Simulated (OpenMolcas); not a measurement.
# B3H3O3 (SMILES B1OBOBO1) at 6 levels

Wanted: a comparison of 6 runs (B2PLYP/6-31G*, M06-2X/6-31G*, SVWN5/6-31G*, TPSS/6-31G*, revPBE/6-31G*, MP2/6-31G*) of B3H3O3. 

Program for the calculation: OpenMolcas 26.06.

1 further run of the same task is left out (set aside as unsound or not needed).

### Step 1. The structure to begin with

The species is B3H3O3 (9 atoms), meant as a singlet with charge 0. As SMILES, `B1OBOBO1`. The B5–H9 distance was set to 1.786 Å, away from the relaxed value. At this shape a bond of the SMILES string is far longer than usual.

Bond lengths: B1–O2 1.372 Å, O2–B3 1.372 Å, B3–O4 1.372 Å, O4–B5 1.372 Å, B1–O6 1.372 Å, B5–O6 1.372 Å, B1–H7 1.190 Å, B3–H8 1.190 Å. Angles: B1–O2–B3 120.3°, O2–B1–O6 119.7°, O2–B3–O4 119.7°, B3–O4–B5 120.3°, O4–B5–O6 119.7°, B1–O6–B5 120.3°, O2–B1–H7 120.2°, O6–B1–H7 120.2°, O2–B3–H8 120.2°, O4–B3–H8 120.2°. A long bond or contact: B5–H9 1.786 Å.

### Step 2. The energy at B2PLYP/6-31G(d) (spherical functions) (run 1)

calc.input

```
&GATEWAY
BasLib = $CurrDir
Coord
9
angstrom
B        1.567835      -0.341975      -0.696285
O        0.879035      -1.511275      -0.896385
B       -0.420665      -1.630475      -0.473885
O       -1.031165      -0.573175       0.151615
B       -0.348565       0.599125       0.355315
O        0.950835       0.711125      -0.069985
H        2.695535      -0.241575      -1.064185
H       -1.015665      -2.646475      -0.649085
H       -1.147300       1.972500       1.170100
Basis = 6-31Gs
Group = NoSym
&SEWARD
GridInput
Grid=UltraFine
End of Grid
&SCF
KSDFT = B2PLYP_SCF
Thresholds = 1e-10 1e-07 1e-07 1e-05
PrOrbitals = 1 1
&MBPT2
Frozen = 6
```

The basis set 6-31G* is read from a file made from the Basis Set Exchange's data (not shown).

Launch:

```console
export MOLCAS_MEM=1860
pymolcas calc.input > calc.log
```

The program printed:

```text
--- Start Module: gateway ---
[...]
--- Stop Module: gateway /rc=_RC_ALL_IS_WELL_ ---
[...]
      Basis functions           90
[...]
--- Start Module: scf ---
[...]
       Convergence after  13 Iterations
[...]
::    Total KS-DFT energy                            -301.7036376906
[...]
      Total spin, S                                     0.0000000000
[...]
      Total electronic charge=   42.000000
      Total            charge=   -0.000000
[...]
      Dipole Moment (debye):
      Origin of the operator (angstrom)=    0.2630   -0.4523   -0.2683
                   X=  4.6224E-01               Y= -7.9614E-01               Z= -4.7242E-01           Total=  1.0347E+00
      Quadrupole Moment (debye*angstrom):
[...]
--- Stop Module: scf /rc=_RC_ALL_IS_WELL_ ---
[...]
--- Start Module: mbpt2 ---
[...]
 ###    WARNING: MP2 implementation intended for RHF references only         ###
 ###############################################################################
MBPT2 WARNING: Reference function according to RunFile:KS-DFT
I'll assume you know what you're doing and continue
WARNING!
Default frozen orbitals as non valence orbitals is overwritten by user input.
Default values:   6
[...]
       Reference weight ( Cref**2 )         =        0.74023
::    Total MBPT2 energy                             -302.6093545341
[...]
      Total MBPT2 calculations                           0.26      0.30
--- Stop Module: mbpt2 /rc=_RC_ALL_IS_WELL_ ---
[...]
```

It took 20 s on 1 thread of Intel Xeon 6975P-C (Granite Rapids), shared host; peak memory 0.49 GiB.

### Step 3. The energy at M06-2X/6-31G(d) (spherical functions) (run 2)

mol.xyz

```xyz
9

B      1.567835    -0.341975    -0.696285
O      0.879035    -1.511275    -0.896385
B     -0.420665    -1.630475    -0.473885
O     -1.031165    -0.573175     0.151615
B     -0.348565     0.599125     0.355315
O      0.950835     0.711125    -0.069985
H      2.695535    -0.241575    -1.064185
H     -1.015665    -2.646475    -0.649085
H     -1.147300     1.972500     1.170100
```

calc.inp

```
>>> EXPORT MOLCAS_PRINT=2
&GATEWAY
BasLib=$CurrDir
Coord=mol.xyz
Basis=6-31Gs
Group=NoSym
&SEWARD
GridInput
Grid=UltraFine
End of Grid
&SCF
KSDFT=M062X
Thresholds=1e-10 1e-07 1e-07 1e-05
PrOrbitals=0
```

The basis set 6-31G* is read from a file made from the Basis Set Exchange's data (not shown).

Launch:

```console
export MOLCAS_MEM=1860
pymolcas calc.inp > calc.log
```

The program printed:

```text
--- Start Module: gateway ---
[...]
--- Stop Module: gateway /rc=_RC_ALL_IS_WELL_ ---
--- Start Module: seward ---
[...]
      Basis functions           90
--- Stop Module: seward /rc=_RC_ALL_IS_WELL_ ---
[...]
--- Start Module: scf ---
[...]
       Convergence after  13 Iterations
[...]
::    Total KS-DFT energy                            -302.1301195899
[...]
      Total spin, S                                     0.0000000000
[...]
      Total electronic charge=   42.000000
      Total            charge=   -0.000000
[...]
      Dipole Moment (debye):
      Origin of the operator (angstrom)=    0.2630   -0.4523   -0.2683
                   X=  4.1928E-01               Y= -7.2222E-01               Z= -4.2855E-01           Total=  9.3864E-01
      Quadrupole Moment (debye*angstrom):
[...]
--- Stop Module: scf /rc=_RC_ALL_IS_WELL_ ---
[...]
```

It took 27 s on 1 thread of Intel Xeon 6975P-C (Granite Rapids), shared host; peak memory 0.49 GiB.

Runs 3 to 5 aren't shown in full; the table further down has their settings and results.

### Step 4. The energy at MP2/6-31G(d) (spherical functions) (run 6)

test.inp

```
>>> EXPORT MOLCAS_PRINT=2

&GATEWAY
  BASLIB
  $CurrDir
  COORD
  9
  angstrom
  B        1.567835      -0.341975      -0.696285
  O        0.879035      -1.511275      -0.896385
  B       -0.420665      -1.630475      -0.473885
  O       -1.031165      -0.573175       0.151615
  B       -0.348565       0.599125       0.355315
  O        0.950835       0.711125      -0.069985
  H        2.695535      -0.241575      -1.064185
  H       -1.015665      -2.646475      -0.649085
  H       -1.147300       1.972500       1.170100
  BASIS
  6-31Gs
  GROUP
  NoSym

&SEWARD

&SCF
  THRESHOLDS
  1e-10 1e-07 1e-07 1e-05
  PRORBITALS
  1 2

&MBPT2
  FROZEN
  6
```

The basis set 6-31G* is read from a file made from the Basis Set Exchange's data (not shown).

Launch:

```console
export MOLCAS_MEM=1860
pymolcas test.inp > test.log
```

The program printed:

```text
--- Start Module: gateway ---
[...]
--- Stop Module: gateway /rc=_RC_ALL_IS_WELL_ ---
[...]
      Basis functions           90
[...]
--- Start Module: scf ---
[...]
       Convergence after  12 Iterations
[...]
::    Total SCF energy                               -300.6178425161
[...]
      Total spin, S                                     0.0000000000
[...]
      Total electronic charge=   42.000000
      Total            charge=   -0.000000
[...]
      Dipole Moment (debye):
      Origin of the operator (angstrom)=    0.2630   -0.4523   -0.2683
                   X=  5.0171E-01               Y= -8.6411E-01               Z= -5.1279E-01           Total=  1.1231E+00
      Quadrupole Moment (debye*angstrom):
[...]
--- Stop Module: scf /rc=_RC_ALL_IS_WELL_ ---
[...]
--- Start Module: mbpt2 ---
[...]
WARNING!
Default frozen orbitals as non valence orbitals is overwritten by user input.
Default values:   6
[...]
       Reference weight ( Cref**2 )         =        0.81869
::    Total MBPT2 energy                             -301.3519830787
[...]
      Total MBPT2 calculations                           0.24      0.27
--- Stop Module: mbpt2 /rc=_RC_ALL_IS_WELL_ ---
[...]
```

Run time: 5.7 s. Hardware: 1 thread of Intel Xeon 6975P-C (Granite Rapids), shared host; peak memory 0.49 GiB.

### Step 5. Overview of the runs

```csv
run,level,frozen core orbitals,integration grid,energy (Eh),dipole moment (D) of the reference,HOMO energy (eV),LUMO energy (eV),wall time
1,B2PLYP/6-31G* (spherical functions),6,UltraFine,-301.948181,1.03,-9.49,1.10,20 s
2,M06-2X/6-31G* (spherical functions),–,UltraFine,-302.130120,0.94,-9.49,0.60,27 s
3,SVWN5/6-31G* (spherical functions),–,UltraFine,-299.786881,0.86,-7.08,-1.88,14 s
4,TPSS/6-31G* (spherical functions),–,UltraFine,-302.277432,1.03,-7.29,-1.39,30 s
5,revPBE/6-31G* (spherical functions),–,UltraFine,-302.124578,1.01,-7.02,-1.48,23 s
6,MP2/6-31G* (spherical functions),6,–,-301.351983,1.12,-11.38,3.65,5.7 s
```

### Step 6. Outcome

| quantity | value |
| --- | --- |
| run 6: total energy | -301.35198 Eh |
| run 6: dipole moment (mean-field density) | 1.12 D |
| run 6: HOMO energy (Hartree–Fock orbitals) | -11.38 eV |
| run 6: LUMO energy (Hartree–Fock orbitals) | 3.65 eV |
| run 6: HOMO–LUMO gap (Hartree–Fock orbitals) | 15.03 eV |
| run 6: correlation energy (6 core orbitals frozen) | -734.1 mEh |

**Reading.** Over runs 1, 2, 3, 4, 5 the dipole moment (its size) runs from 0.86 D (SVWN5/6-31G*) to 1.03 D (B2PLYP/6-31G*). A double hybrid's value is that of its SCF part. Over runs 1, 2, 3, 4, 5 the HOMO–LUMO gap runs from 5.20 eV (SVWN5/6-31G*) to 10.59 eV (B2PLYP/6-31G*). For B2PLYP the log adds the whole second-order term; the table takes 0.27 of it, as the functional is defined. Totals of different functionals can't be ranked against each other. All runs together took 2 min, the longest 30 s.
